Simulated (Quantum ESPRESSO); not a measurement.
# GaS2 in Quantum ESPRESSO: further runs, part 2 of 2

Quantum ESPRESSO 7.5.

## Step 3: Work function, PBE

Input file pw.in:

```
&CONTROL
  calculation = 'scf'
  prefix = 'pwscf'
  outdir = './tmp'
  pseudo_dir = './pseudo'
  tprnfor = .true.
  disk_io = 'low'
/
&SYSTEM
  ibrav = 0
  celldm(1) = 8
  nat = 3
  ntyp = 2
  ecutwfc = 80
  nbnd = 19
  occupations = 'smearing'
  smearing = 'fd'
  degauss = 0.00367493
/
&ELECTRONS
  conv_thr = 3d-09
  electron_maxstep = 150
  mixing_beta = 0.3
  mixing_mode = 'local-TF'
/
ATOMIC_SPECIES
Ga    69.7230 Ga.upf
S     32.0600 S.upf
CELL_PARAMETERS alat
  0.6102327223218   0.0000000000000   0.0000000000000
  0.0000000000000   0.6102327223218   0.0000000000000
  0.0000000000000   0.0000000000000   8.1024794939364
ATOMIC_POSITIONS crystal
Ga     0.0000000000    0.0000000000    0.2769600000
S      0.0000000000    0.0000000000    0.3496500000
S      0.0000000000    0.0000000000    0.2042700000
K_POINTS automatic
10 10 1 0 0 0
```

Input file pp_density.in:

```
&INPUTPP
  prefix = 'pwscf'
  outdir = './tmp'
  filplot = 'density.dat'
  plot_num = 0
/
&PLOT
  nfile = 1
  filepp(1) = 'density.dat'
  iflag = 3
  output_format = 6
  fileout = 'density.cube'
/
```

Input file pp_potential.in:

```
&INPUTPP
  prefix = 'pwscf'
  outdir = './tmp'
  filplot = 'potential.dat'
  plot_num = 11
/
&PLOT
  nfile = 1
  filepp(1) = 'potential.dat'
  iflag = 3
  output_format = 6
  fileout = 'potential.cube'
/
```

Input file pp_elf.in:

```
&INPUTPP
  prefix = 'pwscf'
  outdir = './tmp'
  filplot = 'elf.dat'
  plot_num = 8
/
&PLOT
  nfile = 1
  filepp(1) = 'elf.dat'
  iflag = 3
  output_format = 6
  fileout = 'elf.cube'
/
```

Potentials or basis: PseudoDojo 0.4.1 SR PBE standard.

On the command line:

```console
> OMP_NUM_THREADS=1 mpirun -n 2 pw.x -nk 2 -in pw.in > pw.out
> OMP_NUM_THREADS=1 mpirun -n 1 pp.x -in pp_density.in > pp_density.out
> OMP_NUM_THREADS=1 mpirun -n 1 pp.x -in pp_potential.in > pp_potential.out
> OMP_NUM_THREADS=1 mpirun -n 1 pp.x -in pp_elf.in > pp_elf.out
```

pw.out:

```text
This program is part of the open-source Quantum ESPRESSO suite
     for quantum simulation of materials; please cite
         "P. Giannozzi et al., J. Phys.:Condens. Matter 21 395502 (2009);
         "P. Giannozzi et al., J. Phys.:Condens. Matter 29 465901 (2017);
         "P. Giannozzi et al., J. Chem. Phys. 152 154105 (2020);
     in publications or presentations arising from this work. More details at

     Message from routine setup:
     using ibrav=0 with symmetry is DISCOURAGED, use correct ibrav instead

     K-points division:     npool     =       2
     Subspace diagonalization in iterative solution of the eigenvalue problem:
     a serial algorithm will be used

     G-vector sticks info
     --------------------
     sticks:   dense  smooth     PW     G-vecs:    dense   smooth      PW
     Sum         601     601    185               149041   149041   24995

     Using Slab Decomposition

     bravais-lattice index     =            0
     lattice parameter (alat)  =       8.0000  a.u.
     unit-cell volume          =    1544.8236 (a.u.)^3
     number of atoms/cell      =            3
     number of atomic types    =            2
     number of electrons       =        25.00
     number of Kohn-Sham states=           19
     kinetic-energy cutoff     =      80.0000  Ry
     charge density cutoff     =     320.0000  Ry
     scf convergence threshold =      3.0E-09
     mixing beta               =       0.3000
     number of iterations used =            8  local-TF  mixing
     Exchange-correlation= PBE
                           (   1   4   3   4   0   0   0)

     celldm(1)=   8.000000  celldm(2)=   0.000000  celldm(3)=   0.000000
     celldm(4)=   0.000000  celldm(5)=   0.000000  celldm(6)=   0.000000

     crystal axes: (cart. coord. in units of alat)
               a(1) = (   0.610233   0.000000   0.000000 )
               a(2) = (   0.000000   0.610233   0.000000 )
               a(3) = (   0.000000   0.000000   8.102479 )

     reciprocal axes: (cart. coord. in units 2 pi/alat)
               b(1) = (  1.638719  0.000000  0.000000 )
               b(2) = (  0.000000  1.638719  0.000000 )
               b(3) = (  0.000000  0.000000  0.123419 )

     PseudoPot. # 1 for Ga read from file:
     Ga.upf
     Pseudo is Norm-conserving + core correction, Zval = 13.0
     Generated using ONCVPSP code by D. R. Hamann
     Using radial grid of 1902 points,  6 beta functions with:
                l(1) =   0
                l(2) =   0
                l(3) =   1
                l(4) =   1
                l(5) =   2
                l(6) =   2

     PseudoPot. # 2 for S  read from file:
     S.upf
     Pseudo is Norm-conserving + core correction, Zval =  6.0
     Generated using ONCVPSP code by D. R. Hamann
     Using radial grid of 1146 points,  6 beta functions with:
                l(1) =   0
                l(2) =   0
                l(3) =   1
                l(4) =   1
                l(5) =   2
                l(6) =   2

     atomic species   valence    mass     pseudopotential
     Ga               13.00    69.72300     Ga( 1.00)
     S                 6.00    32.06000     S ( 1.00)

      8 Sym. Ops. (no inversion) found

   Cartesian axes

     site n.     atom                  positions (alat units)
         1        Ga     tau(   1) = (   0.0000000   0.0000000   2.2440627  )
         2        S      tau(   2) = (   0.0000000   0.0000000   2.8330320  )
         3        S      tau(   3) = (   0.0000000   0.0000000   1.6550935  )

     number of k points=    21  Fermi-Dirac smearing, width (Ry)=  0.0037
                       cart. coord. in units 2pi/alat
        k(    1) = (   0.0000000   0.0000000   0.0000000), wk =   0.0200000
        k(    2) = (   0.0000000   0.1638719   0.0000000), wk =   0.0800000
        k(    3) = (   0.0000000   0.3277438   0.0000000), wk =   0.0800000
        k(    4) = (   0.0000000   0.4916157   0.0000000), wk =   0.0800000
        k(    5) = (   0.0000000   0.6554876   0.0000000), wk =   0.0800000
        k(    6) = (   0.0000000  -0.8193595   0.0000000), wk =   0.0400000
[... 13 lines left out ...]
        k(   20) = (   0.6554876  -0.8193595   0.0000000), wk =   0.0800000
        k(   21) = (  -0.8193595  -0.8193595   0.0000000), wk =   0.0200000

     Dense  grid:   149041 G-vectors     FFT dimensions: (  27,  27, 375)

     Initial potential from superposition of free atoms

     starting charge      24.9973, renormalised to      25.0000

     negative rho (up, down):  2.029E-05 0.000E+00
     Starting wfcs are   17 randomized atomic wfcs +    2 random wfcs

     Self-consistent Calculation

     iteration #  1     ecut=    80.00 Ry     beta= 0.30
     Davidson diagonalization with overlap
     ethr =  1.00E-02,  avg # of iterations =  8.5

     Threshold (ethr) on eigenvalues was too large:
     Diagonalizing with lowered threshold

     Davidson diagonalization with overlap
     ethr =  9.55E-05,  avg # of iterations =  6.9

     total energy              =    -197.04575150 Ry
     estimated scf accuracy    <       0.02547220 Ry
[... 14 lines left out ...]
     total energy              =    -197.04268749 Ry
     estimated scf accuracy    <       0.00081878 Ry

     iteration #  4     ecut=    80.00 Ry     beta= 0.30
     Davidson diagonalization with overlap
     c_bands:  1 eigenvalues not converged
     ethr =  3.28E-06,  avg # of iterations =  7.8

     total energy              =    -197.04275672 Ry
     estimated scf accuracy    <       0.00027297 Ry

     iteration #  5     ecut=    80.00 Ry     beta= 0.30
     Davidson diagonalization with overlap
     c_bands:  1 eigenvalues not converged
     ethr =  1.09E-06,  avg # of iterations =  3.9

     negative rho (up, down):  2.879E-07 0.000E+00

     total energy              =    -197.04275602 Ry
     estimated scf accuracy    <       0.00013223 Ry
[... 89 lines left out ...]
     iteration # 16     ecut=    80.00 Ry     beta= 0.30
     Davidson diagonalization with overlap
     ethr =  1.69E-11,  avg # of iterations =  3.3

     End of self-consistent calculation

          k = 0.0000 0.0000 0.0000 ( 18561 PWs)   bands (ev):

   -17.6990 -17.4603 -17.3501 -17.0002 -16.8163 -16.8163 -16.7430 -11.5835
    -7.5791  -4.7219   0.5508   0.5508   0.5979   0.5979   0.6725   2.8169
     3.2230   3.3084   3.7153
[... 21 lines left out ...]
   -17.2952 -17.0831 -16.9462 -16.9195 -16.7947 -15.0053 -14.9620  -8.4269
    -7.8498  -7.8229  -5.3687  -3.6954  -1.6266   1.8408   1.8730   3.0816
     3.8435   5.2209   6.6839

          k = 0.0000-0.8194 0.0000 ( 18678 PWs)   bands (ev):

   -17.2849 -17.1066 -16.9378 -16.8938 -16.7925 -14.5701 -14.5039  -8.8817
    -8.6189  -7.1241  -5.0027  -4.7934  -1.7176   2.0162   2.0465   2.4948
     4.4271   4.6966   7.8834

          k = 0.1639 0.1639 0.0000 ( 18560 PWs)   bands (ev):
[... 19 lines left out ...]
   -17.2396 -17.0776 -16.9538 -16.9276 -16.8215 -14.8282 -14.7953  -8.2294
    -7.6879  -7.6714  -5.2081  -3.5037  -1.4720   0.6166   0.6524   3.2628
     4.0753   5.3977   6.9004

          k = 0.1639-0.8194 0.0000 ( 18738 PWs)   bands (ev):

   -17.2291 -17.1010 -16.9731 -16.8765 -16.8187 -14.3925 -14.3362  -8.7191
    -8.4663  -6.9387  -4.8462  -4.5664  -1.5888   0.8293   0.8623   2.6867
     4.6668   4.8896   7.9899

          k = 0.3277 0.3277 0.0000 ( 18636 PWs)   bands (ev):
[... 13 lines left out ...]
   -17.1026 -17.0632 -17.0392 -16.8888 -16.8777 -14.3144 -14.3000  -7.6573
    -7.2384  -7.2069  -4.7528  -2.9652  -1.7525  -1.6933  -1.0204   3.7861
     4.7032   5.7883   6.8282

          k = 0.3277-0.8194 0.0000 ( 18730 PWs)   bands (ev):

   -17.0913 -17.0865 -17.0632 -16.8852 -16.8265 -13.8765 -13.8390  -8.2558
    -8.0298  -6.3803  -4.4039  -3.9082  -1.5500  -1.4393  -1.1708   3.2494
     5.2880   5.4384   7.1035

          k = 0.4916 0.4916 0.0000 ( 18736 PWs)   bands (ev):
[... 7 lines left out ...]
   -17.1440 -17.0460 -16.9680 -16.9664 -16.7877 -13.5274 -13.5192  -6.8403
    -6.6061  -6.3812  -4.2014  -4.1396  -3.9298  -2.1470  -0.4680   3.9205
     4.4721   5.1976   5.3391

          k = 0.4916-0.8194 0.0000 ( 18720 PWs)   bands (ev):

   -17.1701 -17.0687 -16.9640 -16.9563 -16.7352 -13.0841 -13.0555  -7.5802
    -7.3899  -5.4597  -3.9102  -3.8570  -3.6183  -2.8970  -0.7597   4.0378
     4.4041   4.7626   4.9546

          k = 0.6555 0.6555 0.0000 ( 18724 PWs)   bands (ev):

   -17.2236 -17.0359 -17.0261 -16.9057 -16.6727 -12.6516 -12.6286  -6.2017
    -6.0719  -5.9852  -5.8233  -5.1236  -3.4092  -1.4494  -0.5252   2.5620
     3.4469   3.4834   5.4945

          k = 0.6555-0.8194 0.0000 ( 18704 PWs)   bands (ev):

   -17.2534 -17.0543 -17.0257 -16.8903 -16.6220 -12.1974 -12.1567  -6.8988
    -6.7432  -5.7677  -5.6511  -4.2552  -3.1090  -1.7349  -0.6680   2.4654
     2.7958   3.0467   5.2997

          k =-0.8194-0.8194 0.0000 ( 18612 PWs)   bands (ev):

   -17.2844 -17.0488 -17.0488 -16.8728 -16.5717 -11.7332 -11.6755  -6.5868
    -6.5868  -6.4475  -6.4475  -3.4520  -2.8256  -1.0709  -1.0709   1.6417
     2.1218   2.5234   4.9080

     the Fermi energy is    -1.8241 ev

!    total energy              =    -197.04274969 Ry
     estimated scf accuracy    <          6.2E-10 Ry
     smearing contrib. (-TS)   =      -0.00067143 Ry
     internal energy E=F+TS    =    -197.04207826 Ry

     The total energy is F=E-TS. E is the sum of the following terms:
     one-electron contribution =   -2454.57592122 Ry
     hartree contribution      =    1236.03909753 Ry
     xc contribution           =     -54.43187107 Ry
     ewald contribution        =    1075.92661649 Ry

     convergence has been achieved in  16 iterations

     Forces acting on atoms (cartesian axes, Ry/au):

     atom    1 type  1   force =     0.00000000    0.00000000    0.00000046
     atom    2 type  2   force =     0.00000000    0.00000000    0.00165959
     atom    3 type  2   force =     0.00000000    0.00000000   -0.00166005

     Total force =     0.002347     Total SCF correction =     0.000019

=------------------------------------------------------------------------------=
   JOB DONE.
=------------------------------------------------------------------------------=
```

Wall time 98 s (2 MPI ranks of Arm Neoverse V2, shared host); peak memory 0.56 GiB.

Results:

* Free energy: -2680.9032 eV
* Largest force: 0.043 eV/Å
* Band gap on the k mesh: none (metal or under the smearing width)
* Work function of the upper face: 5.12 eV
* Work function of the lower face: 5.12 eV

Forces in eV/Å, atoms in the order of the input:
```
Ga   0.000  0.000  0.000
S    0.000  0.000  0.043
S    0.000  0.000 -0.043
```

## Step 4: Work function, PBE

Edit pw.in of step 3 so:

```diff
@@ -37,2 +37,2 @@
 K_POINTS automatic
-10 10 1 0 0 0
+12 12 1 0 0 0
```

pp_density.in is that of step 3.

pp_potential.in is that of step 3.

pp_elf.in is that of step 3.

Potentials or basis: PseudoDojo 0.4.1 SR PBE standard.

On the command line:

```console
> OMP_NUM_THREADS=1 mpirun -n 2 pw.x -nk 2 -in pw.in > pw.out
> OMP_NUM_THREADS=1 mpirun -n 1 pp.x -in pp_density.in > pp_density.out
> OMP_NUM_THREADS=1 mpirun -n 1 pp.x -in pp_potential.in > pp_potential.out
> OMP_NUM_THREADS=1 mpirun -n 1 pp.x -in pp_elf.in > pp_elf.out
```

pw.out:

```text
This program is part of the open-source Quantum ESPRESSO suite
     for quantum simulation of materials; please cite
         "P. Giannozzi et al., J. Phys.:Condens. Matter 21 395502 (2009);
         "P. Giannozzi et al., J. Phys.:Condens. Matter 29 465901 (2017);
         "P. Giannozzi et al., J. Chem. Phys. 152 154105 (2020);
     in publications or presentations arising from this work. More details at

     Message from routine setup:
     using ibrav=0 with symmetry is DISCOURAGED, use correct ibrav instead

     K-points division:     npool     =       2
     Subspace diagonalization in iterative solution of the eigenvalue problem:
     a serial algorithm will be used

     G-vector sticks info
     --------------------
     sticks:   dense  smooth     PW     G-vecs:    dense   smooth      PW
     Sum         601     601    185               149041   149041   24995

     Using Slab Decomposition

     bravais-lattice index     =            0
     lattice parameter (alat)  =       8.0000  a.u.
     unit-cell volume          =    1544.8236 (a.u.)^3
     number of atoms/cell      =            3
     number of atomic types    =            2
     number of electrons       =        25.00
     number of Kohn-Sham states=           19
     kinetic-energy cutoff     =      80.0000  Ry
     charge density cutoff     =     320.0000  Ry
     scf convergence threshold =      3.0E-09
     mixing beta               =       0.3000
     number of iterations used =            8  local-TF  mixing
     Exchange-correlation= PBE
                           (   1   4   3   4   0   0   0)

[... 97 lines left out ...]
     Diagonalizing with lowered threshold

     Davidson diagonalization with overlap
     ethr =  9.56E-05,  avg # of iterations =  9.3

     total energy              =    -197.04597437 Ry
     estimated scf accuracy    <       0.02546956 Ry
[... 64 lines left out ...]
     total energy              =    -197.04301900 Ry
     estimated scf accuracy    <       0.00002284 Ry

     iteration # 10     ecut=    80.00 Ry     beta= 0.30
     Davidson diagonalization with overlap
     c_bands:  1 eigenvalues not converged
     ethr =  9.13E-08,  avg # of iterations =  5.1

     negative rho (up, down):  8.682E-04 0.000E+00

     total energy              =    -197.04302194 Ry
     estimated scf accuracy    <       0.00001798 Ry
[... 55 lines left out ...]
     iteration # 17     ecut=    80.00 Ry     beta= 0.30
     Davidson diagonalization with overlap
     ethr =  2.18E-11,  avg # of iterations =  2.5

     End of self-consistent calculation

          k = 0.0000 0.0000 0.0000 ( 18561 PWs)   bands (ev):

   -17.6888 -17.4467 -17.3405 -16.9886 -16.8039 -16.8039 -16.7296 -11.5734
    -7.5739  -4.7165   0.5613   0.5613   0.6084   0.6084   0.6776   2.8151
     3.2229   3.3017   3.7051
[... 153 lines left out ...]
   -17.2493 -17.0403 -17.0202 -16.8730 -16.5937 -12.0613 -12.0167  -6.7993
    -6.6484  -5.9917  -5.8698  -4.0505  -3.0237  -1.5479  -0.7229   2.2468
     2.6122   2.8780   5.4685

          k =-0.8194-0.8194 0.0000 ( 18612 PWs)   bands (ev):

   -17.2711 -17.0364 -17.0364 -16.8612 -16.5581 -11.7247 -11.6669  -6.5769
    -6.5769  -6.4376  -6.4376  -3.4465  -2.8217  -1.0595  -1.0595   1.6570
     2.1377   2.5327   4.9206

     the Fermi energy is    -1.9043 ev

!    total energy              =    -197.04302259 Ry
     estimated scf accuracy    <          2.3E-09 Ry
     smearing contrib. (-TS)   =      -0.00073604 Ry
     internal energy E=F+TS    =    -197.04228655 Ry

     The total energy is F=E-TS. E is the sum of the following terms:
     one-electron contribution =   -2454.59346628 Ry
     hartree contribution      =    1236.05749194 Ry
     xc contribution           =     -54.43292871 Ry
     ewald contribution        =    1075.92661649 Ry

     convergence has been achieved in  17 iterations

     Forces acting on atoms (cartesian axes, Ry/au):

     atom    1 type  1   force =     0.00000000    0.00000000   -0.00000019
     atom    2 type  2   force =     0.00000000    0.00000000    0.00147289
     atom    3 type  2   force =     0.00000000    0.00000000   -0.00147270

     Total force =     0.002083     Total SCF correction =     0.000054

=------------------------------------------------------------------------------=
   JOB DONE.
=------------------------------------------------------------------------------=
```

pp_density.out:

```text
This program is part of the open-source Quantum ESPRESSO suite
     for quantum simulation of materials; please cite
         "P. Giannozzi et al., J. Phys.:Condens. Matter 21 395502 (2009);
         "P. Giannozzi et al., J. Phys.:Condens. Matter 29 465901 (2017);
         "P. Giannozzi et al., J. Chem. Phys. 152 154105 (2020);
     in publications or presentations arising from this work. More details at

     IMPORTANT: XC functional enforced from input :
     Exchange-correlation= PBE
                           (   1   4   3   4   0   0   0)
     Any further DFT definition will be discarded
     Please, verify this is what you really want

     G-vector sticks info
     --------------------
     sticks:   dense  smooth     PW     G-vecs:    dense   smooth      PW
     Sum         601     601    185               149041   149041   24995

     Using Slab Decomposition

     Calling punch_plot, plot_num =   0
     Writing data to file  density.dat
     Reading data from file  density.dat

     Writing data to be plotted to file density.cube
     Plot Type: 3D                     Output format: Gaussian cube

=------------------------------------------------------------------------------=
   JOB DONE.
=------------------------------------------------------------------------------=
```

pp_potential.out:

```text
This program is part of the open-source Quantum ESPRESSO suite
     for quantum simulation of materials; please cite
         "P. Giannozzi et al., J. Phys.:Condens. Matter 21 395502 (2009);
         "P. Giannozzi et al., J. Phys.:Condens. Matter 29 465901 (2017);
         "P. Giannozzi et al., J. Chem. Phys. 152 154105 (2020);
     in publications or presentations arising from this work. More details at

     IMPORTANT: XC functional enforced from input :
     Exchange-correlation= PBE
                           (   1   4   3   4   0   0   0)
     Any further DFT definition will be discarded
     Please, verify this is what you really want

     G-vector sticks info
     --------------------
     sticks:   dense  smooth     PW     G-vecs:    dense   smooth      PW
     Sum         601     601    185               149041   149041   24995

     Using Slab Decomposition

     Calling punch_plot, plot_num =  11
     Writing data to file  potential.dat
     Reading data from file  potential.dat

     Writing data to be plotted to file potential.cube
     Plot Type: 3D                     Output format: Gaussian cube

=------------------------------------------------------------------------------=
   JOB DONE.
=------------------------------------------------------------------------------=
```

Run time: 2.1 min. Hardware: 2 MPI ranks of Arm Neoverse V2, shared host; peak memory 0.6 GiB.

Results:

```
Free energy                     : -2680.9069 eV
Largest force                   : 0.038 eV/Å
Band gap on the k mesh          : none (metal or under the smearing width)
Work function of the upper face : 5.20 eV
Work function of the lower face : 5.20 eV
```

Forces in eV/Å, atoms in the order of the input:
```
Ga   0.000  0.000  0.000
S    0.000  0.000  0.038
S    0.000  0.000 -0.038
```

## Step 5: Summary

| k mesh | gap on the mesh (eV) | largest force (eV/Å) | work function (eV) |
| --- | --- | --- | --- |
| 8 × 8 × 1 | none | 0.21 | 4.96 |
| 10 × 10 × 1 | none | 0.04 | 5.12 |
| 12 × 12 × 1 | none | 0.04 | 5.20 |

Alike in all rows: task work function; level PBE; potentials or basis PseudoDojo 0.4.1 SR PBE standard; no spin polarisation; cell as given; cutoff (eV) 1088; smearing fermi-dirac 0.05 eV.

Every run on the cell as given and a fine mesh finds a metal.

Absolute energies hang on the potentials; compare differences alone.
